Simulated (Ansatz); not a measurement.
# ZrAl3N4: the cost of one run

Method: DFT PBE, scalar-relativistic, plane waves, PAW, in Ansatz 0.2.0.

## 1. Starting point

Symmetry: I4/mmm, No. 139, tetragonal system. Conventional cell: a = 4.716 Å, b = 4.716 Å, c = 9.433 Å, α = 90.00°, β = 90.00°, γ = 90.00°. Around Zr (site symmetry 4/mmm) lie 6 N at 2.36 Å. Al (site symmetry 4/mmm) is surrounded by 6 N at 2.36 Å. Around Al (site symmetry -4m2) lie 6 N at 2.36 Å. N (site symmetry 4mm) is surrounded by 1 Zr at 2.36 Å and 5 Al at 2.36 Å. Around N (site symmetry mmm) lie 4 Al at 2.36 Å and 2 Zr at 2.36 Å.

Coordinates:

```
Zr Al N
1.0
    -2.35819    2.35819    4.71637
     2.35819   -2.35819    4.71637
     2.35819    2.35819   -4.71637
Zr Al N
1 3 4
Direct
  0.00000 0.00000 0.00000
  0.50000 0.50000 0.00000
  0.25000 0.75000 0.50000
  0.75000 0.25000 0.50000
  0.75000 0.75000 0.00000
  0.25000 0.25000 0.00000
  0.50000 0.00000 0.50000
  0.00000 0.50000 0.50000
```

The start is an ordering of an alloy on its end members' structure types: elements ordered on the sites of the ZrN type, Zr/Al on Zr (I4/mmm, No. 139).

## 2. A first look at the guess

Input file input.yaml:

```yaml
crystal:
  lattice:
    - [-2.35818589, 2.35818589, 4.71637177]
    - [2.35818589, -2.35818589, 4.71637177]
    - [2.35818589, 2.35818589, -4.71637177]
  atoms:
    - { symbol: Zr, position: [0.0, 0.0, 0.0] }
    - { symbol: Al, position: [0.5, 0.5, 0.0] }
    - { symbol: Al, position: [0.25, 0.75, 0.5] }
    - { symbol: Al, position: [0.75, 0.25, 0.5] }
    - { symbol: "N", position: [0.75, 0.75, 0.0] }
    - { symbol: "N", position: [0.25, 0.25, 0.0] }
    - { symbol: "N", position: [0.5, 0.0, 0.5] }
    - { symbol: "N", position: [0.0, 0.5, 0.5] }
basis:
  ecutwfc: 420
kpoints:
  mp_grid: { grid: [6, 6, 6] }
hamiltonian:
  xc: pbe
scf:
  occupations: { method: gaussian, width: 0.1 }
  lower_state_search: "off"
output:
  forces: true
  stress: true
  eigenvalues: true
```

Run with:

```
$ ansatz run input.yaml --threads 1 --pin off --max-ram 2560MiB --backend cpu --events-out ev --progress --plain --runs-dir out
```

What time and memory should one allow on 1 thread of Intel Xeon 6975P-C (Granite Rapids), shared host?

About 3.7 s, with a peak of 0.43 GiB.
